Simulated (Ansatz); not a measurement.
# AlH6NOSi: up Jacob's ladder to CCSD(T)

Aim: compute AlH6NOSi with functionals from several rungs and with coupled cluster, and see how far each lands from CCSD(T) at the basis-set limit for the atomisation energy.

Computed with Ansatz 0.2.0, Gaussian basis. Level: functionals in def2-TZVPP, the program's frozen cores in correlated methods.

Plan: LDA (SPW92), PBE-D4, revPBE-D4, BLYP-D4, r2SCAN-D4, B97M-V, PBE0-D4, B3LYP-D4, r2SCANh-D4, r2SCAN0-D4, HSE06-D4, BHLYP-D4, CAM-B3LYP-D4, LC-ωPBE, ωB97X-V, ωB97M-V, B2PLYP, PBE-QIDH; CCSD(T)/def2-SVP; CCSD(T)/def2-TZVPP; MP2/def2-QZVPP; extrapolation to the limit; RPA on PBE.

**1. Structure used throughout**

An earlier PBE0-D4 in a triple-zeta def2 set relaxation fixed the geometry.

10 atoms, charge 0, spin multiplicity 1.

Atoms are counted from 1 here; the program's logs count them from 0.

Bond lengths: N1–Al2 1.771 Å, N1–H5 1.008 Å, N1–H6 1.008 Å, Al2–Si3 2.466 Å, Al2–H7 1.589 Å, Si3–O4 1.666 Å, Si3–H8 1.498 Å, Si3–H9 1.490 Å, O4–H10 0.958 Å. Angles: Al2–N1–H5 125.3°, Al2–N1–H6 124.5°, H5–N1–H6 110.1°, N1–Al2–Si3 115.9°, N1–Al2–H7 117.2°, Si3–Al2–H7 126.9°, Al2–Si3–O4 112.2°, Al2–Si3–H8 111.5°, Al2–Si3–H9 112.0°, O4–Si3–H8 110.3°, O4–Si3–H9 104.5°, H8–Si3–H9 106.0°, Si3–O4–H10 116.4°.

Geometry (Å):

```xyz
10
AlH6NOSi
N    -0.4435    1.9498   -0.4859
Al    0.1614    0.9325    0.8310
Si    0.4981   -1.4484    0.2848
O    -0.1178   -1.8432   -1.2124
H    -0.6388    2.9360   -0.4170
H    -0.5883    1.6326   -1.4312
H     0.4076    1.6329    2.2358
H    -0.0819   -2.3413    1.3382
H     1.9428   -1.8011    0.1976
H    -1.0565   -1.7010   -1.3379
```

**2. LDA**

This LDA is Slater exchange with PW92 correlation.

File in.yaml:

```yaml
crystal:
  periodic: [false, false, false]
  atoms:
    - {symbol: N, position_ang: [-0.443456, 1.949835, -0.485909]}
    - {symbol: Al, position_ang: [0.161371, 0.932523, 0.830955]}
    - {symbol: Si, position_ang: [0.498125, -1.448376, 0.284802]}
    - {symbol: O, position_ang: [-0.117796, -1.843158, -1.212395]}
    - {symbol: H, position_ang: [-0.638774, 2.936041, -0.417004]}
    - {symbol: H, position_ang: [-0.588290, 1.632558, -1.431226]}
    - {symbol: H, position_ang: [0.407641, 1.632878, 2.235767]}
    - {symbol: H, position_ang: [-0.081863, -2.341329, 1.338209]}
    - {symbol: H, position_ang: [1.942764, -1.801075, 0.197565]}
    - {symbol: H, position_ang: [-1.056522, -1.700997, -1.337862]}
basis:
  gaussian: {orbitals: def2-TZVPP}
hamiltonian: {xc: lda}
output: {orbitals: {seedname: orbitals}}
```

The runs that follow: PBE-D4 (GGA); revPBE-D4 (GGA); BLYP-D4 (GGA); r2SCAN-D4 (meta-GGA); B97M-V (meta-GGA); PBE0-D4 (hybrid); B3LYP-D4 (hybrid); r2SCANh-D4 (hybrid); r2SCAN0-D4 (hybrid); HSE06-D4 (hybrid); BHLYP-D4 (hybrid); CAM-B3LYP-D4 (range-separated); LC-ωPBE (range-separated); ωB97X-V (range-separated); ωB97M-V (range-separated); B2PLYP (double hybrid); PBE-QIDH (double hybrid); CCSD(T) in def2-SVP; CCSD(T) in def2-TZVPP; MP2 in def2-QZVPP; RPA on PBE orbitals.

Before running them: what should the planned runs give, taken together? Wanted: atomisation energy, CCSD(T)/CBS; farthest beyond LDA; mean size of error, GGA; mean size of error, meta-GGA; mean size of error, hybrid; mean size of error, range-separated; mean size of error, double hybrid; gap, smallest and largest; T1 diagnostic.

**Answer**, as computed:

```
                               quantity                                           value
        atomisation energy, CCSD(T)/CBS                                  771.1 kcal/mol
functionals within 3.9 kcal/mol (0.5 %)  PBE-D4, B97M-V, CAM-B3LYP-D4, ωB97X-V, ωB97M-V
                    farthest beyond LDA                       BHLYP-D4 (-24.7 kcal/mol)
                mean size of error, GGA                                    8.7 kcal/mol
           mean size of error, meta-GGA                                    2.8 kcal/mol
             mean size of error, hybrid                                   14.4 kcal/mol
    mean size of error, range-separated                                    3.6 kcal/mol
      mean size of error, double hybrid                                   15.5 kcal/mol
              gap, smallest and largest       3.85 eV (LDA (SPW92)), 10.46 eV (LC-ωPBE)
                          T1 diagnostic                                          0.0125
triples share of the correlation energy                                           3.4 %
```

The LDA atomisation energy is off by 93.9 kcal/mol (12 %): it overbinds. PBE-D4 is off by -1.4 kcal/mol. Double hybrids carry the basis error of their MP2 part in triple zeta, and no dispersion term here, so their miss is partly the set-up's. The rungs meta-GGA, range-separated miss on average by less than the doubt on the reference (3.9 kcal/mol), so they tie. The reference freezes the cores and leaves out relativity and excitations past (T), so misses under about 3.9 kcal/mol can't be ranked. Hartree-Fock recovers 71 % of the binding; the rest is correlation. CCSD(T) in def2-SVP is off by -65.9 kcal/mol, worse than the median functional, from the basis alone. The gap grows from 3.9 to 10.5 eV across the functionals, mostly with the share of exact exchange.
